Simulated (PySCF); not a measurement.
**[EuF3(NH3)]−: other functionals and bases at one geometry**

How far do other levels of theory move the description of [EuF3(NH3)]−, and what does each cost? The structure is generated, not taken from experiment.

Computed with PySCF 2.14.0. Level: several levels, as the steps say, no spin–orbit coupling.

1 further run of the same task is left out (for a known fault of the program).

### Step 1. Starting geometry

8 atoms, charge -1, spin multiplicity 1.

Bond lengths: Eu1–F2 2.239 Å, Eu1–F3 2.239 Å, Eu1–F4 2.239 Å, Eu1–N5 2.754 Å, N5–H6 1.018 Å, N5–H7 1.018 Å, N5–H8 1.018 Å. Angles: F2–Eu1–F3 119.8°, F2–Eu1–F4 119.8°, F2–Eu1–N5 92.5°, F3–Eu1–F4 119.8°, F3–Eu1–N5 92.5°, F4–Eu1–N5 92.5°, Eu1–N5–H6 110.9°, Eu1–N5–H7 110.9°, Eu1–N5–H8 110.9°, H6–N5–H7 108.0°, H6–N5–H8 108.0°, H7–N5–H8 108.0°.

As a file:

```xyz
8
EuF3H3N
Eu    0.1594   -0.1594    0.1594
F     1.1290    1.6101    1.1290
F    -1.6101   -1.1290    1.1290
F     1.1290   -1.1290   -1.6101
N    -1.4307    1.4307   -1.4307
H    -2.0284    2.0284   -0.8637
H    -0.8637    2.0284   -2.0284
H    -2.0284    0.8637   -2.0284
```

Formal oxidation states: Eu +2. Each metal's 7 4f electrons lie in its core potential, so multiplicities, spins and levels count the valence alone. An earlier session relaxed this geometry at PBE0, Eu lcecp-0-SVP with ECP53, F def2-SVP, N def2-SVP, H def2-SVP (singlet, point group C3v).

At PBE0 on the finer grid: E = -385.078103 Eh, frontier levels not given, since the 4f levels lie in the core, Mulliken charge on Eu1 +0.64 e, largest force component 0.001 eV/Å. 

Levels to run: HF; revPBE; PBE0, TZVP. Hardware: 2 threads of Arm Neoverse V1, shared host.

### Step 2. HF

File run.py (the lines that set the calculation):

```python
mol = gto.M(atom='''
Eu     0.15936    -0.15936     0.15936
F      1.12904     1.61012     1.12904
F     -1.61012    -1.12904     1.12904
F      1.12904    -1.12904    -1.61012
N     -1.43068     1.43068    -1.43068
H     -2.02839     2.02839    -0.86373
H     -0.86373     2.02839    -2.02839
H     -2.02839     0.86373    -2.02839''',
    basis={'Eu': 'lcecp-0-SVP', 'F': 'def2-SVP', 'N': 'def2-SVP', 'H': 'def2-SVP'},
    ecp={'Eu': 'lcecp-0-SVP'},
    charge=-1, spin=0)
mf = scf.RHF(mol)
mf = mf.density_fit()  # fitting sets: Eu AutoAux, F def2-universal-JKFIT, N def2-universal-JKFIT, H def2-universal-JKFIT
mf.conv_tol = 1e-08; mf.max_cycle = 55
mf.kernel(dm0)  # dm0: the density of the relaxed state
```

Command:

```
> OMP_NUM_THREADS=2 python run.py
```

### Step 3. revPBE

Edit run.py (the lines that set the calculation) of step 2 so:

```diff
@@ -12,3 +12,4 @@
     charge=-1, spin=0)
-mf = scf.RHF(mol)
+mf = dft.RKS(mol, xc='PBE_R,PBE')
+mf.grids.atom_grid = (75, 302)  # f atoms: unpruned, at least (60, 302)
 mf = mf.density_fit()  # fitting sets: Eu AutoAux, F def2-universal-JKFIT, N def2-universal-JKFIT, H def2-universal-JKFIT
```

### Step 4. PBE0, TZVP

Basis: Eu lcecp-0-TZVP with ECP53, F def2-TZVP, N def2-TZVP, H def2-TZVP. 

Edit run.py (the lines that set the calculation) of step 3 so:

```diff
@@ -9,6 +9,6 @@
 H     -2.02839     0.86373    -2.02839''',
-    basis={'Eu': 'lcecp-0-SVP', 'F': 'def2-SVP', 'N': 'def2-SVP', 'H': 'def2-SVP'},
-    ecp={'Eu': 'lcecp-0-SVP'},
+    basis={'Eu': 'lcecp-0-TZVP', 'F': 'def2-TZVP', 'N': 'def2-TZVP', 'H': 'def2-TZVP'},
+    ecp={'Eu': 'lcecp-0-TZVP'},
     charge=-1, spin=0)
-mf = dft.RKS(mol, xc='PBE_R,PBE')
+mf = dft.RKS(mol, xc='PBE0')
 mf.grids.atom_grid = (75, 302)  # f atoms: unpruned, at least (60, 302)
@@ -16,2 +16,2 @@
 mf.conv_tol = 1e-08; mf.max_cycle = 55
-mf.kernel(dm0)  # dm0: the density of the relaxed state
+mf.kernel(dm0)  # dm0: free metal ions and neutral atoms
```

**Question.** What will these runs give? Wanted: for each run, charge on Eu1; dipole; largest force.

As calculated:

| level | state | charge on Eu1 (e) | dipole (D) | largest force (eV/Å) | basis functions | time |
| --- | --- | --- | --- | --- | --- | --- |
| PBE0 (relaxed here) | singlet | 0.64 | 4.44 | 0.00 | 102 | 14 s |
| HF | singlet | 1.11 | 4.44 | 0.51 | 102 | 2.6 s |
| revPBE | singlet | 0.41 | 4.39 | 0.25 | 102 | 5.9 s |
| PBE0, TZVP | singlet | 1.12 | 4.19 | 0.28 | 189 | 15 s |

Times are on 2 threads of Arm Neoverse V1, shared host; the first row also made further properties. The dipole of a charged species depends on the origin, so these sizes hold for this origin alone.

The largest leftover force, 0.51 eV/Å with HF, stands at a geometry relaxed at another level. The Mulliken charge on Eu spans +0.41 to +1.12 e over the levels. With 4f in the core, its levels are missing from HOMO and gap. Total energies of different levels can't be compared. Spin–orbit coupling is left out throughout.
